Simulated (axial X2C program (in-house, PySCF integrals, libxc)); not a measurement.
# YCl⁺ in the non-relativistic limit (speed of light times 100): from the state search to constants

What are the state, bond length, wavenumber and bond energy of YCl⁺?

Method: all-electron X2C, Y dyall-v3z, Cl dyall-v3z; program: an in-house X2C program for linear molecules on PySCF integrals.

All values are calculated.

### 1 Input

task.json

```json
{"zs": [39, 17], "q": 1, "bas": ["dyall-v3z", "dyall-v3z"], "levels": ["PBE0", "HF", "TPSSh", "PBE"], "cc": false, "r0": 2.62, "npts": 10, "nst": 2, "ntry": 6, "opt": {"cfac": 100}}
```

Keys: zs atomic numbers; q charge; bas basis sets; levels methods (HF also brings MP2); cc coupled cluster on or off; r0 starting distance in Å; npts points asked for on the curve; nst determinants followed; ntry starts of the search; cfac factor on the speed of light (100 gives the non-relativistic limit).

Launch:

```sh
> python so2c.py task.json out
```

The Hamiltonian is the X2C one with the speed of light multiplied by 100, which is the non-relativistic limit. Basis: Y dyall-v3z contracted to [11s11p8d4f2g], Cl dyall-v3z contracted to [7s7p2d1f]; Gaussian nuclei, density fitting. Masses: Y 88.906 u, Cl 34.969 u.

Notation: σ, π±, δ± give the projection m of an orbital's angular momentum (0, ±1, ±2), α and β its spin, Λ and M_S the sums; ω is the projection of a spinor's total angular momentum and Ω the sum. Logs are in hartree.

The results follow Hamiltonian by Hamiltonian and level by level.

### 2 State search with PBE0

PBE0 moves the distance from 2.620 Å to 2.355 Å and compares determinants there.

Spin-free determinants:

```
ΔE (eV)             state                                   open shells
   0.00  M_S = 1/2, Λ = 0                      beyond closed shells: σα
   0.14  M_S = 1/2, Λ = 2                     beyond closed shells: δ+α
   0.58  M_S = 1/2, Λ = 1                     beyond closed shells: π+α
   5.16  M_S = 3/2, Λ = 1  beyond closed shells: σα, π+α, π-α, π-β, δ+α
   5.16  M_S = 3/2, Λ = 3  beyond closed shells: σα, π+α, π+β, π-α, δ+α
   5.18  M_S = 1/2, Λ = 3  beyond closed shells: σα, π+α, π+β, π-β, δ+α
   5.19  M_S = 1/2, Λ = 1  beyond closed shells: σα, π+β, π-α, π-β, δ+α
```

### 3 PBE0, non-rel.

State followed: M_S = 1/2, Λ = 0 (beyond closed shells: σα). The scan is laid around 2.314 Å, a first estimate of the minimum, and this SCF restarts from the orbitals of the search.

Output at 2.314 Å:

```text
spin-free X2C-1e  PBE0
basis functions 175  fitting functions 1019  grid points 5079
iter        total energy     max residual
   1      -3792.142733617     1.23e+00
   2      -3793.194763699     8.72e-03
   3      -3793.193469186     1.16e-02
   4      -3793.198939298     2.70e-03
   5      -3793.199280770     8.05e-04
   6      -3793.199304882     1.37e-04
   7      -3793.199306412     5.23e-05
   8      -3793.199306818     3.43e-05
   9      -3793.199307062     8.24e-06
  10      -3793.199307071     1.19e-06
  11      -3793.199307071     2.59e-07
converged
one-electron -5536.89466547  Coulomb 1727.82482597  exact exchange -33.40652956  xc functional -102.34112766  nuclear repulsion 151.61818965
```

Along the bond, energies from the lowest point:

| R (Å) | E (eV) | μ (D) | HOMO (eV) | LUMO (eV) | iterations |
| --- | --- | --- | --- | --- | --- |
| 2.013 | 1.1516 | -4.30 | -9.95 | -7.65 | 12 |
| 2.106 | 0.4768 | -4.85 | -10.05 | -7.82 | 11 |
| 2.175 | 0.1871 | -5.28 | -10.14 | -7.94 | 11 |
| 2.245 | 0.0391 | -5.72 | -10.22 | -8.06 | 11 |
| 2.314 | 0.0000 | -6.16 | -10.31 | -8.18 | 11 |
| 2.395 | 0.0583 | -6.69 | -10.41 | -8.31 | 12 |
| 2.476 | 0.1979 | -7.22 | -10.51 | -8.43 | 12 |
| 2.580 | 0.4581 | -7.91 | -10.64 | -8.57 | 12 |
| 2.707 | 0.8496 | -8.74 | -10.78 | -8.72 | 12 |
| 2.893 | 1.4774 | -9.89 | -10.98 | -8.91 | 13 |

Dipoles are positive if Cl is the positive end and refer to the centre of mass.

Outer orbitals at the reference distance:

| symmetry | occupied | ε (eV) | atomic character |
| --- | --- | --- | --- |
| σβ | yes | -27.01 | 71% Cl s, 9% Y d, 9% Y p |
| σα | yes | -26.99 | 71% Cl s, 9% Y d, 9% Y p |
| σα | yes | -15.02 | 76% Cl p, 15% Y d, 3% Y s |
| σβ | yes | -14.98 | 77% Cl p, 13% Y d, 3% Y s |
| π-β | yes | -14.36 | 76% Cl p, 12% Y d, 5% Y f |
| π+β | yes | -14.36 | 76% Cl p, 12% Y d, 5% Y f |
| π-α | yes | -14.36 | 76% Cl p, 13% Y d, 5% Y f |
| π+α | yes | -14.36 | 76% Cl p, 13% Y d, 5% Y f |
| σα | yes | -10.31 | 61% Y s, 34% Y d, 3% Cl p |
| δ+α | no | -8.18 | 100% Y d |
| δ-α | no | -8.18 | 100% Y d |
| σβ | no | -7.59 | 70% Y s, 25% Y d, 2% Y p |
| δ+β | no | -7.47 | 100% Y d |

PBE0 fields in the half plane through the axis: z from -2.4 to 4.5 Å across, distance from the axis 0.15 to 2.25 Å upwards; Y lies at z = 0 and Cl at z = 2.314 Å; the ELF is damped to zero where the density is low.

log10 density (e/bohr³). Ten even steps from '0' (-4.97 ) to '9' (1.56 ):
```
111222333332222222211100
112223333333333333222110
112233344433344443332211
122334444444444444433221
122334555554455555543321
122345666665556666554322
123445677766566666654432
123456789876666897655432
```

ELF. Ten even steps from '0' (0.00 ) to '9' (0.89 ):
```
000379999742100000000000
001579998631111211100000
001345666421134444321000
000001234200257777642000
000000256510378999874200
000003789951489999986310
000048942483498116997410
000279854575493891998520
```

Re = 2.309 Å, ωe = 436 cm⁻¹, ωexe = 1.13 cm⁻¹, Be = 0.126 cm⁻¹, De = 4.87 eV, μ = -6.13 D.

### 4 HF, non-rel.

Output at 2.314 Å:

```text
spin-free X2C-1e  HF
basis functions 175  fitting functions 1019  grid points 5079
iter        total energy     max residual
   1      -3791.077768082     1.81e-01
   2      -3791.102176356     4.95e-03
   3      -3791.103090869     1.72e-03
   4      -3791.103292888     1.02e-03
   5      -3791.103359523     8.20e-04
   6      -3791.103409126     6.16e-04
   7      -3791.103453773     4.15e-04
   8      -3791.103493969     1.37e-04
   9      -3791.103499769     5.78e-05
  10      -3791.103500152     1.25e-05
  11      -3791.103500162     5.55e-06
  12      -3791.103500164     2.04e-06
  13      -3791.103500165     4.38e-07
converged
one-electron -5535.27340248  Coulomb 1726.23995864  exact exchange -133.68824597  xc functional 0.00000000  nuclear repulsion 151.61818965
```

Re = 2.359 Å, ωe = 424 cm⁻¹, ωexe = 1.1 cm⁻¹, Be = 0.1207 cm⁻¹, De = 3.43 eV, μ = -7.27 D.

### 5 TPSSh, non-rel.

Output at 2.314 Å:

```text
spin-free X2C-1e  TPSSh
basis functions 175  fitting functions 1019  grid points 5079
iter        total energy     max residual
   1      -3793.557554939     4.46e-02
   2      -3793.558168622     4.77e-03
   3      -3793.558074173     2.56e-03
   4      -3793.558153540     1.80e-03
   5      -3793.558289879     5.93e-05
   6      -3793.558290100     3.09e-05
   7      -3793.558290171     7.75e-06
   8      -3793.558290181     6.21e-06
   9      -3793.558290182     3.84e-07
converged
one-electron -5536.69831855  Coulomb 1727.61228420  exact exchange -13.36055355  xc functional -122.72989193  nuclear repulsion 151.61818965
```

Re = 2.319 Å, ωe = 430 cm⁻¹, ωexe = 1.13 cm⁻¹, Be = 0.1249 cm⁻¹, De = 4.95 eV, μ = -6.12 D.

### 6 PBE, non-rel.

Output at 2.314 Å:

```text
spin-free X2C-1e  PBE
basis functions 175  fitting functions 1019  grid points 5079
iter        total energy     max residual
   1      -3793.052780842     6.11e-02
   2      -3793.053017192     9.30e-03
   3      -3793.038692052     1.89e-02
   4      -3793.056149413     1.46e-03
   5      -3793.056239290     2.29e-04
   6      -3793.056240069     1.65e-04
   7      -3793.056240830     2.07e-05
   8      -3793.056240848     2.35e-06
   9      -3793.056240848     6.12e-07
converged
one-electron -5536.93783535  Coulomb 1727.84404989  exact exchange 0.00000000  xc functional -135.58064503  nuclear repulsion 151.61818965
```

Re = 2.315 Å, ωe = 427 cm⁻¹, ωexe = 1.14 cm⁻¹, Be = 0.1254 cm⁻¹, De = 5.10 eV, μ = -5.57 D.

### 7 Correlated methods, non-rel.

Correlated methods: 17 electrons correlated (frozen shells, counted by type: Y 3 s, 2 p, 1 d; Cl 2 s, 1 p), 263 virtual spinors in MP2.

MP2: Re = 2.318 Å, ωe = 441 cm⁻¹, Be = 0.1251 cm⁻¹, De = 4.96 eV.

### 8 A higher determinant, non-rel.

State: M_S = 1/2, Λ = 2 (beyond closed shells: δ+α).

Output at the reference distance:

```text
spin-free X2C-1e  PBE0
basis functions 175  fitting functions 1019  grid points 5079
iter        total energy     max residual
   1      -3792.144718813     1.17e+00
   2      -3793.188963606     8.44e-03
   3      -3793.188391280     1.10e-02
   4      -3793.193018321     2.55e-03
   5      -3793.193212068     7.92e-04
   6      -3793.193234814     1.41e-04
   7      -3793.193235011     2.68e-05
   8      -3793.193235029     5.09e-06
   9      -3793.193235030     1.15e-06
converged
one-electron -5539.82780604  Coulomb 1730.87679740  exact exchange -33.43602099  xc functional -102.42439505  nuclear repulsion 151.61818965
```

| R (Å) | E above the lowest PBE0 point (eV) |
| --- | --- |
| 2.013 | 1.575 |
| 2.106 | 0.813 |
| 2.175 | 0.462 |
| 2.245 | 0.257 |
| 2.314 | 0.165 |
| 2.395 | 0.168 |
| 2.476 | 0.259 |
| 2.580 | 0.467 |
| 2.707 | 0.808 |

Re = 2.351 Å, ωe = 414 cm⁻¹, ωexe = 1.02 cm⁻¹, Be = 0.1215 cm⁻¹, μ = -7.37 D. Te = 0.15 eV.

### 9 The non-rel. curves together

Energy (eV) of the followed determinant, non-rel., from each level's lowest point:

| R (Å) | PBE0 | HF | MP2 | TPSSh | PBE |
| --- | --- | --- | --- | --- | --- |
| 2.013 | 1.152 | 1.566 | 1.242 | 1.216 | 1.167 |
| 2.106 | 0.477 | 0.735 | 0.531 | 0.520 | 0.492 |
| 2.175 | 0.187 | 0.347 | 0.218 | 0.215 | 0.199 |
| 2.245 | 0.039 | 0.116 | 0.052 | 0.053 | 0.046 |
| 2.314 | 0.000 | 0.008 | 0.000 | 0.000 | 0.000 |
| 2.395 | 0.058 | 0.000 | 0.049 | 0.044 | 0.049 |
| 2.476 | 0.198 | 0.088 | 0.186 | 0.170 | 0.178 |
| 2.580 | 0.458 | 0.297 | 0.453 | 0.415 | 0.422 |
| 2.707 | 0.850 | 0.645 | 0.866 | 0.790 | 0.794 |
| 2.893 | 1.477 | 1.231 | 1.551 | 1.396 | 1.390 |

The whole job took 2.1 min on 1 thread, shared host.

### 10 What came out

Lowest determinant that the search found at its distance, non-rel.: M_S = 1/2, Λ = 0 (beyond closed shells: σα).

```
Hamiltonian  level  Re (Å)  ωe (cm⁻¹)  De (eV)  μ (D)
   non-rel.   PBE0   2.309        436     4.87  -6.13
   non-rel.     HF   2.359        424     3.43  -7.27
   non-rel.    MP2   2.318        441     4.96    n/a
   non-rel.  TPSSh   2.319        430     4.95  -6.12
   non-rel.    PBE   2.315        427     5.10  -5.57
```

Dipoles are positive if Cl is the positive end and refer to the centre of mass.

Time per point (s) on 1 thread, shared host (non-rel. runs); the times are rough: PBE0 0.8, HF 0.51, MP2 0.81, TPSSh 1.3, PBE 0.47.

**Reading.** Bond lengths run from 2.309 Å (non-rel. PBE0) to 2.359 Å (non-rel. HF).

De refers to Y+ + Cl, each in the lowest determinant found, which need not be this curve's own limit. The state is a single determinant with fixed occupations, the lowest that a limited PBE0 search found. De is counted from the lowest determinant-based energies of the atoms at the same level, without counterpoise correction. The meta-GGAs lack a current-density term, which matters for open shells with orbital currents, atoms included. These are model numbers, with the speed of light changed.
